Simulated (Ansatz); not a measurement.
Geometry optimisation, DFT PBE, scalar-relativistic, plane waves, PAW (Ansatz).

input.yaml

```yaml
crystal:
  lattice:
    - [6.42, 0.0, 0.0]
    - [-4.815, 8.339825, 0.0]
    - [0.0, 0.0, 5.21304]
  atoms:
    - { symbol: Mg, position: [0.0, 0.0, 0.0] }
    - { symbol: Mg, position: [0.1666667, 0.2222222, 0.5] }
    - { symbol: Mg, position: [0.0, 0.3333333, 0.0] }
    - { symbol: Mg, position: [0.1666667, 0.5555556, 0.5] }
    - { symbol: Mg, position: [0.0, 0.6666667, 0.0] }
    - { symbol: Mg, position: [0.1666667, 0.8888889, 0.5] }
    - { symbol: Mg, position: [0.5, 0.0, 0.0] }
    - { symbol: Mg, position: [0.6666667, 0.2222222, 0.5] }
    - { symbol: Mg, position: [0.5, 0.3333333, 0.0] }
    - { symbol: Mg, position: [0.6666667, 0.5555556, 0.5] }
    - { symbol: Mg, position: [0.5, 0.6666667, 0.0] }
    - { symbol: Mg, position: [0.6666667, 0.8888889, 0.5] }
    - { symbol: H, position: [0.3371395, 0.1148264, 0.2480453] }
basis:
  ecutwfc: 420.0
kpoints:
  mp_grid: { grid: [3, 2, 3] }
hamiltonian:
  xc: pbe
scf:
  occupations: { method: gaussian, width: 0.05 }
  lower_state_search: "off"
relax:
  f_tol: 0.03
  max_steps: 60
  adjacent_minimum: "off"
```

Launched with:

```bash
$ ansatz run input.yaml --threads 2 --pin off --max-ram 5120MiB --backend cpu --events-out ev --progress --plain --runs-dir out
```

Q: Where does it end, and by what steps?

A: The forces met the threshold. Limits of this set-up: odd electron count without spin, a small cell, in which the defect meets its images. After 2 steps the energy has fallen by 0.006 eV; Mg7 moved furthest, 0.02 Å.

| step | energy less start (eV) | largest force component (eV/Å) | accepted |
| --- | --- | --- | --- |
| 0 | 0.0000 | 0.061 | yes |
| 1 | -0.0019 | 0.065 | yes |
| 2 | -0.0056 | 0.019 | yes |

```xyz
13
Lattice="6.4200 0.0000 0.0000 -4.8150 8.3398 0.0000 0.0000 0.0000 5.2130" Properties=species:S:1:pos:R:3
Mg 0.008 -0.007 -0.018
Mg 0.008 1.860 2.628
Mg -1.602 2.789 0.011
Mg -1.599 4.630 2.614
Mg -3.206 5.565 0.016
Mg -3.202 7.418 2.616
Mg 3.202 -0.006 -0.022
Mg 3.201 1.861 2.623
Mg 1.597 2.774 -0.009
Mg 1.600 4.630 2.593
Mg -0.006 5.563 -0.008
Mg -0.002 7.406 2.594
H 1.611 0.953 1.294
```

Whether the end is a true minimum wasn't checked by a vibrational analysis.

Time of the run: 10 s on 2 threads of INTEL(R) XEON(R) PLATINUM 8581C CPU @ 2.10GHz (Emerald Rapids), with other jobs on the host, peak memory 0.65 GiB.
